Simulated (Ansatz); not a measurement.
The system is Hf2Pd2Se2Br2O3.

```
Hf Pd Se Br O
1.0
     5.76069    0.00496   -0.00286
    -0.52750    5.84664    0.03413
    -1.48435   -0.92642    6.64586
Hf Pd Se Br O
2 2 2 2 3
Cartesian
  3.5658 1.9949 2.3367
  0.5362 2.1009 3.9624
  3.9042 -0.0043 5.6409
  0.4456 4.9498 2.4142
  2.0523 1.4944 6.2402
  2.4066 4.0824 3.5487
  4.1617 5.6554 1.0519
  -0.4152 4.0015 5.7576
  4.5038 1.1491 3.9299
  1.7546 1.0574 2.7229
  -0.4225 3.0696 2.4575
```

The cell was built by a generator and needn't be a form met in nature.

```yaml
Program: Ansatz 0.2.0
Task: single point
Functional: PBE
Potentials_or_basis: Ansatz PAW
Cutoff: "420 eV (not typed: the program's choice for these potentials)"
k_mesh: 5 × 5 × 4
Occupations: fermi-dirac, width 0.05 eV
Spin: no spin polarisation
```

On this cell: pressure 0.0 GPa; largest force 0.008 eV/Å; band gap on the k mesh 0.22 eV, indirect (least direct gap 0.47 eV).

The same run follows on a disturbed copy (atoms moved at random, drawn with an rms of 0.05 Å):

```
CELL_PARAMETERS angstrom
5.76069 0.00496 -0.00286
-0.52750 5.84664 0.03413
-1.48435 -0.92642 6.64586
ATOMIC_POSITIONS crystal
Hf 0.74072 0.39809 0.34450
Hf 0.28143 0.44845 0.59043
Pd 0.90719 0.12475 0.84565
Pd 0.25296 0.90122 0.36005
Se 0.63691 0.39567 0.93956
Se 0.63328 0.78215 0.52631
Br 0.85022 0.98976 0.15496
Br 0.22912 0.81288 0.86103
O 0.95900 0.29537 0.59757
O 0.42995 0.24839 0.40430
O 0.07281 0.58842 0.36556
```

Problem. What does the disturbed cell give?

Solution. The energy moves by +6.8 meV/atom; pressure -0.2 GPa; largest force 0.671 eV/Å; band gap on the k mesh 0.17 eV, indirect (least direct gap 0.44 eV).

Forces on the atoms (eV/Å):
```
Hf   0.241 -0.133  0.433
Hf   0.125  0.409  0.153
Pd  -0.062  0.029  0.245
Pd   0.083  0.372 -0.054
Se  -0.127  0.148 -0.331
Se  -0.382 -0.008  0.049
Br   0.181 -0.089 -0.037
Br  -0.032  0.079  0.056
O   -0.059  0.059 -0.666
O    0.047 -0.261 -0.054
O   -0.014 -0.604  0.205
```

Stress tensor (GPa, compression positive):
```
-0.30 -0.09 -0.41
-0.09  0.17  0.50
-0.41  0.50 -0.44
```

Caveats: odd divisions of the mesh miss points on the zone boundary, where band edges often lie, so the gap on the mesh can be too wide; spin-orbit coupling is left out, which moves the levels of the heavy elements.

A k mesh can miss the band edges.
